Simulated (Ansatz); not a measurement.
Working through vertical energies of changing the electron count of ClFZn, SMILES [F][Zn][Cl]

Computed with Ansatz's Python interface.

Interactive session:
```pycon
>>> import ansatz as az
>>> BASIS = "def2-SVPD"
>>> XC = "cam_b3lyp"
>>> def energy_of(molecule, charge=0, unpaired=0):
...     calc = molecule.calculation().basis(gaussian=BASIS).functional(XC)
...     if charge:
...         calc = calc.charge(charge)
...     if unpaired:
...         calc = calc.spin("collinear", total=unpaired)
...     return calc.run(threads=1, pin="off").report["free_energy_ev"]
...
>>> clfzn = (
...     az.Crystal.molecule()
...     .atom("F", (-1.4729, 0.736, -0.7346))
...     .atom("Zn", (-0.1969, 0.1468, -0.0889))
...     .atom("Cl", (1.6589, -0.9476, 0.8102))
... )
>>> # delta-SCF style differences, no relaxation
>>> parent = energy_of(clfzn, 0, 0)
>>> cation = energy_of(clfzn, 1, 1)
>>> print(f"E(N)   = {parent:.5f} eV")
E(N)   = -63651.06383 eV
>>> print(f"E(N-1) = {cation:.5f} eV  (1 unpaired)")
E(N-1) = -63639.43867 eV  (1 unpaired)
>>> print(f"vertical ionisation energy {cation - parent:.3f} eV")
vertical ionisation energy 11.625 eV
>>> anion = energy_of(clfzn, -1, 1)
>>> print(f"E(N+1) = {anion:.5f} eV  (1 unpaired)")
E(N+1) = -63651.53118 eV  (1 unpaired)
>>> print(f"vertical electron affinity {parent - anion:.3f} eV" + ("" if anion < parent else " (unbound in this basis)"))
vertical electron affinity 0.467 eV
>>> print(f"fundamental gap IP - EA = {cation + anion - 2 * parent:.3f} eV")
fundamental gap IP - EA = 11.158 eV
```

At this unrelaxed geometry removing an electron costs 11.63 eV and adding one releases 0.47 eV.

Caveats:
- Total energies depend on the basis set; only differences at equal settings carry meaning.
- The geometry is a force-field or estimated start, not a minimum of this method, and the basis set is short of its limit. All parts are taken at fixed geometry, without zero-point energy. At an unrelaxed start these energies can be a whole eV from those at the minimum, and a small affinity can change sign.
- Run time: 69 s on 1 thread of Arm Neoverse V1, with other jobs on the host, peak memory 0.4 GiB.
